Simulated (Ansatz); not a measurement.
# CH6Cl2O2Si2: a ladder of functionals and wavefunction methods

One table from this session's results is given with a row withheld; the runs are named, their logs left out.

Method: functionals in def2-TZVPP, the program's frozen cores in correlated methods; program: Ansatz 0.2.0, Gaussian basis.

Levels to be run: PBE-D4, r2SCAN-D4, PBE0-D4, B3LYP-D4, ωB97X-V, ωB97M-V, B2PLYP; CCSD(T)/def2-TZVPP; MP2/def2-QZVPP; extrapolation to the limit.

### The geometry

An earlier PBE0-D4 in a triple-zeta def2 set relaxation fixed the geometry.

SMILES `O[Si](O)(Cl)C[SiH2]Cl`, 13 atoms, charge 0, spin multiplicity 1.

Atoms are counted from 1 here; the program's logs count them from 0.

Bond lengths: O1–Si2 1.626 Å, O1–H8 0.959 Å, Si2–O3 1.633 Å, Si2–Cl4 2.060 Å, Si2–C5 1.853 Å, O3–H9 0.960 Å, C5–Si6 1.859 Å, C5–H10 1.097 Å, C5–H11 1.093 Å, Si6–Cl7 2.070 Å, Si6–H12 1.482 Å, Si6–H13 1.481 Å. Angles: Si2–O1–H8 117.8°, O1–Si2–O3 107.9°, O1–Si2–Cl4 110.8°, O1–Si2–C5 107.3°, O3–Si2–Cl4 108.1°, O3–Si2–C5 114.0°, Cl4–Si2–C5 108.8°, Si2–O3–H9 117.1°, Si2–C5–Si6 115.2°, Si2–C5–H10 107.6°, Si2–C5–H11 109.3°, Si6–C5–H10 107.3°, Si6–C5–H11 109.7°, H10–C5–H11 107.5°, C5–Si6–Cl7 109.9°, C5–Si6–H12 111.9°, C5–Si6–H13 111.1°, Cl7–Si6–H12 106.5° and more.

The first run:

File in.yaml:

```yaml
crystal:
  periodic: [false, false, false]
  atoms:
    - {symbol: O, position_ang: [-0.679777, 2.470442, 0.133300]}
    - {symbol: Si, position_ang: [-0.114854, 1.023903, 0.613900]}
    - {symbol: O, position_ang: [-1.326408, 0.242731, 1.380786]}
    - {symbol: Cl, position_ang: [1.441577, 1.251269, 1.944502]}
    - {symbol: C, position_ang: [0.510420, 0.146609, -0.894125]}
    - {symbol: Si, position_ang: [0.215273, -1.688543, -0.921783]}
    - {symbol: Cl, position_ang: [0.711873, -2.511171, 0.912117]}
    - {symbol: H, position_ang: [-1.085991, 3.034108, 0.794518]}
    - {symbol: H, position_ang: [-1.089277, -0.527348, 1.903441]}
    - {symbol: H, position_ang: [-0.005520, 0.572230, -1.763471]}
    - {symbol: H, position_ang: [1.577795, 0.350646, -1.013355]}
    - {symbol: H, position_ang: [1.058611, -2.369442, -1.931849]}
    - {symbol: H, position_ang: [-1.213732, -1.995436, -1.157991]}
basis:
  gaussian: {orbitals: def2-TZVPP}
hamiltonian: {xc: pbe, dispersion: d4}
output: {forces: true, orbitals: {seedname: orbitals}}
```

Started as:

```
$ ansatz run in.yaml --threads 2 --pin off --events-out ev --progress --plain --max-ram 22528MiB --backend cuda --devices 0, --max-vram 18GiB
```

Steps of the session up to this table: PBE-D4 (GGA); r2SCAN-D4 (meta-GGA); PBE0-D4 (hybrid); B3LYP-D4 (hybrid); ωB97X-V (range-separated); ωB97M-V (range-separated); B2PLYP (double hybrid); CCSD(T) in def2-TZVPP; MP2 in def2-QZVPP.

One of the session's tables, all rows but one given; the rest of the session is left out.

```
            method  atomisation energy (kJ/mol)
            PBE-D4                            ?
         r2SCAN-D4                       4883.2
           PBE0-D4                       4837.1
          B3LYP-D4                       4824.4
           ωB97X-V                       4885.1
           ωB97M-V                       4890.5
            B2PLYP                       4783.6
     HF/def2-TZVPP                       3569.2
    MP2/def2-TZVPP                       4856.3
   CCSD/def2-TZVPP                       4658.5
CCSD(T)/def2-TZVPP                       4733.5
           MP2/CBS                       5007.8
       CCSD(T)/CBS                       4884.9
```

**Question.** Estimate the row for PBE-D4.

As computed: atomisation energy (kJ/mol): 4905.4. In the column «atomisation energy (kJ/mol)» it lies between ωB97M-V (4890.5) and MP2/CBS (5007.8).
